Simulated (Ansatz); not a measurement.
Run this with the Ansatz DFT code, driven from Python and show what comes out.

`hf_compress.py`:
```python
"""Cell of Hf under pressure."""

import warnings

import ansatz as az
from ase import Atoms
import numpy as np

def edges_and_angles(cell):
    cell = np.asarray(cell)
    a, b, c = np.linalg.norm(cell, axis=1)
    cosines = cell[1] @ cell[2] / (b * c), cell[0] @ cell[2] / (a * c), cell[0] @ cell[1] / (a * b)
    return (a, b, c, *np.degrees(np.arccos(cosines)))


def main() -> None:
    warnings.simplefilter("ignore", az.DeckWarning)

    atoms = Atoms(
        ["Hf", "Hf", "Hf"],
        scaled_positions=[
            (2 / 3, 1 / 3, 0.5),
            (1 / 3, 2 / 3, 0.5),
            (0.0, 0.0, 0.0),
        ],
        cell=[
            (4.96233, 0.0, 0.0),
            (-2.481165, 4.297503, 0.0),
            (0.0, 0.0, 3.086232),
        ],
        pbc=True,
    )
    hf = az.Crystal.from_ase(atoms)

    model = (
        hf.calculation()
        .functional(az.Functional.PBESOL)
        .pseudopotentials("paw")
        .kpoints(spacing=0.2)
        .occupations("cold")
    )

    # H = F + PV, with 1 GPa A^3 = 1/160.21766 eV
    rows = []
    for pressure in [0, 10, 20, 30, 40]:
        res = model.relax(cell=True, pressure=pressure, force_tolerance=0.05).run(threads=1)
        cell = res.lattice.cell_ang
        n_atoms = len(res.lattice.sites)
        volume = abs(np.linalg.det(cell)) / n_atoms
        enthalpy = res.report["free_energy_ev"] / n_atoms + pressure * volume / 160.21766
        rows.append((pressure, volume, enthalpy, *edges_and_angles(cell)))
        print(f"{pressure} GPa done: {volume:.4f} A^3/atom")

    print(" P (GPa)  V (A^3/atom)  H (eV/atom)     a       b       c")
    for row in rows:
        print("{:8.1f} {:12.4f} {:14.5f} {:7.4f} {:7.4f} {:7.4f}".format(*row[:6]))
    p, v = np.array([row[0] for row in rows], float), np.array([row[1] for row in rows])
    print("mean bulk modulus between rows (GPa):", np.round(-np.diff(p) / np.diff(np.log(v)), 1))


if __name__ == "__main__":
    main()
```

```console
$ python hf_compress.py
0 GPa done: 21.3786 A^3/atom
10 GPa done: 19.8250 A^3/atom
20 GPa done: 18.6424 A^3/atom
30 GPa done: 17.7123 A^3/atom
RunWarning: eigensolver did not converge (k=5): 1 band(s) unlocked after 106 sweeps at occupation × residual norm < 1.00e-8 eV (lowest unlocked band 12, counted from 0, weighed at 2.000 electrons; max residual 5.31e-9 eV among the unlocked bands, 1.97e-6 eV over every band, not weighted by occupation); it also stands [...]
40 GPa done: 16.9610 A^3/atom
 P (GPa)  V (A^3/atom)  H (eV/atom)     a       b       c
     0.0      21.3786   -15597.99190  4.9174  4.9174  3.0626
    10.0      19.8250   -15596.70883  4.7952  4.7952  2.9867
    20.0      18.6424   -15595.50998  4.6978  4.6978  2.9262
    30.0      17.7123   -15594.37657  4.6194  4.6194  2.8754
    40.0      16.9610   -15593.29523  4.5542  4.5542  2.8328
mean bulk modulus between rows (GPa): [132.5 162.6 195.4 230.7]
```
(Warnings from the package without file and line, shortened.)

The volume falls from 21.38 Å³ an atom at 0 GPa to 16.96 at 40 GPa, by 20.7 %. Between 0 and 10 GPa, -V dP/dV is about 133 GPa, a mean over that step.

What to keep in mind:
- Absolute energies stand on the zero of these potentials, so only differences at equal settings mean something.
- The run is spin-unpolarised.
- At a fixed pressure a relaxation lowers the enthalpy F + PV, while F alone can rise.
- Spin-orbit coupling, which matters for elements this heavy, is left out.
- This isn't the structure that Hf takes at ambient conditions.
- Symmetry holds the cell in this phase, whether or not it is the stable one at each pressure.
- The script silences the warnings on its input, which a real study should read.
- Timing: 5.2 min on 1 thread of Arm Neoverse V1 (shared host), peak memory 0.53 GiB.
